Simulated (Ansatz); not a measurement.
# Zr8Zn8HO: the cost of one run

Method: DFT PBEsol, plane waves, PAW, scalar-relativistic, no spin polarisation, in Ansatz 0.2.0.

## 1. The starting structure

The cell holds 18 atoms (HOZn8Zr8): a = 6.672 Å, b = 6.672 Å, c = 16.004 Å, α = 90.00°, β = 90.00°, γ = 90.00°.

Its coordinates follow in the input file.

## 2. End point A

The input, input.yaml:

```yaml
crystal:
  lattice:
    - [6.672, 0.0, 0.0]
    - [0.0, 6.672, 0.0]
    - [0.0, 0.0, 16.004]
  atoms:
    - { symbol: Zr, position: [0.25, 0.25, 0.1667083] }
    - { symbol: Zn, position: [0.0, 0.0, 0.0624844] }
    - { symbol: Zr, position: [0.25, 0.25, 0.3751562] }
    - { symbol: Zn, position: [0.0, 0.0, 0.2709323] }
    - { symbol: Zr, position: [0.25, 0.75, 0.1667083] }
    - { symbol: Zn, position: [0.0, 0.5, 0.0624844] }
    - { symbol: Zr, position: [0.25, 0.75, 0.3751562] }
    - { symbol: Zn, position: [0.0, 0.5, 0.2709323] }
    - { symbol: Zr, position: [0.75, 0.25, 0.1667083] }
    - { symbol: Zn, position: [0.5, 0.0, 0.0624844] }
    - { symbol: Zr, position: [0.75, 0.25, 0.3751562] }
    - { symbol: Zn, position: [0.5, 0.0, 0.2709323] }
    - { symbol: Zr, position: [0.75, 0.75, 0.1667083] }
    - { symbol: Zn, position: [0.5, 0.5, 0.0624844] }
    - { symbol: Zr, position: [0.75, 0.75, 0.3751562] }
    - { symbol: Zn, position: [0.5, 0.5, 0.2709323] }
    - { symbol: O, position: [-0.0194832, 0.261046, 0.4963759] }
    - { symbol: H, position: [0.0202029, 0.2821831, 0.5544864] }
basis:
  ecutwfc: 420.0
kpoints:
  mp_grid: { grid: [3, 3, 1] }
hamiltonian:
  xc: pbesol
scf:
  occupations: { method: fermi_dirac, width: 0.15 }
  lower_state_search: "off"
relax:
  f_tol: 0.03
  max_steps: 60
  adjacent_minimum: "off"
  constraints: [{ sites: [1, 5, 9, 13] }]
```

Run with:

```
> ansatz run input.yaml --threads 4 --pin off --max-ram 10240MiB --backend cpu --events-out ev --progress --plain --runs-dir out
```

Q: Estimate wall time and peak memory on 4 threads of AMD EPYC 7B13 (Zen 3), shared host.

About 2.2 min, with a peak of 2 GiB.
